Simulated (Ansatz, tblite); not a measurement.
# The cluster Se₆+: one state, many levels

An exercise on one series of results from a longer session: the logs are not shown, and one member is left open.

Program: Ansatz 0.2.0, Gaussian basis. Level of theory: as each input shows. These are calculated values, not measurements.

Plan: GFN1-xTB, GFN2-xTB, PBE-D4/def2-SVP, r2SCAN-D4/def2-SVP, BHLYP-D4/def2-SVP, LDA/def2-SVP, MP2/def2-SVP, RPA/def2-SVP.

11 further runs of the same task are left out: 10 that didn't finish, 1 set aside as unsound or not needed.

## The geometry

The geometry is that of the doublet, from an earlier relaxation (PBE0-D4/def2-SVP). At that level it is the lowest of the isomers that a small search found.

6 atoms, charge 1, spin multiplicity 2.

Bond lengths: Se1–Se3 2.313 Å, Se1–Se5 2.314 Å, Se2–Se3 2.408 Å, Se2–Se4 2.314 Å, Se4–Se6 2.314 Å, Se5–Se6 2.408 Å. Angles: Se3–Se1–Se5 93.6°, Se3–Se2–Se4 101.2°, Se1–Se3–Se2 101.3°, Se2–Se4–Se6 93.8°, Se1–Se5–Se6 101.3°, Se4–Se6–Se5 101.2°.

Geometry (Å):

```xyz
6
Se6
Se    0.6265    1.6435   -0.8181
Se   -2.0186   -0.5249    0.4579
Se   -1.0902    1.6805    0.7322
Se   -0.6424   -1.3900   -1.1889
Se    2.0243    0.3993    0.5426
Se    1.1003   -1.8084    0.2742
```

The ion is computed in the gas phase, without counter-ions or solvent.

PBE0-D4/def2-SVP was run before; its log isn't repeated, and its numbers join the tables.

The first run:

Tight binding, by tblite at 300 K electronic temperature and without a spin-polarisation term:

```python
tblite.interface.Calculator('GFN1-xTB', numbers, positions, charge=1, uhf=1).singlepoint()
```

Tight binding, by tblite at 300 K electronic temperature and without a spin-polarisation term:

```python
tblite.interface.Calculator('GFN2-xTB', numbers, positions, charge=1, uhf=1).singlepoint()
```

start.molden holds the orbitals of an earlier run on this state, given as this run's starting guess.

The input, in.yaml:

```yaml
crystal:
  periodic: [false, false, false]
  atoms:
    - {symbol: Se, position_ang: [0.626537, 1.643502, -0.818109]}
    - {symbol: Se, position_ang: [-2.018589, -0.524882, 0.457920]}
    - {symbol: Se, position_ang: [-1.090167, 1.680480, 0.732189]}
    - {symbol: Se, position_ang: [-0.642387, -1.389975, -1.188858]}
    - {symbol: Se, position_ang: [2.024333, 0.399259, 0.542645]}
    - {symbol: Se, position_ang: [1.100273, -1.808383, 0.274213]}
basis:
  gaussian: {orbitals: def2-SVP, initial_orbitals: start.molden}
total_charge: 1
magnetization: {spin_polarized: true, initial_magnetization: 1}
hamiltonian: {xc: pbe, dispersion: d4}
scf: {omitted_lower_state_checks: [starts]}
output: {forces: true, orbitals: {seedname: orbitals}}
```

Launch:

```console
$ ansatz run in.yaml --threads 4 --pin off --events-out ev --progress --plain --max-ram 4787MiB
```

Among the steps run: PBE-D4/def2-SVP; r2SCAN-D4/def2-SVP; BHLYP-D4/def2-SVP; LDA/def2-SVP; MP2/def2-SVP; RPA/def2-SVP.

One table of the session follows, with a row left open; its other results are not shown here.

```
             level  HOMO (eV)  LUMO (eV)  gap (eV)
      LDA/def2-SVP     -10.04      -9.71      0.34
   PBE-D4/def2-SVP      -9.95      -9.50      0.44
r2SCAN-D4/def2-SVP          ?          ?         ?
  PBE0-D4/def2-SVP     -11.19      -9.21      1.97
 BHLYP-D4/def2-SVP     -11.87      -8.68      3.19
```

**Question.** Estimate the row for r2SCAN-D4/def2-SVP.

**Answer.** HOMO (eV): -10.34; LUMO (eV): -9.71; gap (eV): 0.63. In the column «HOMO (eV)» it lies between PBE0-D4/def2-SVP (-11.19) and LDA/def2-SVP (-10.04).
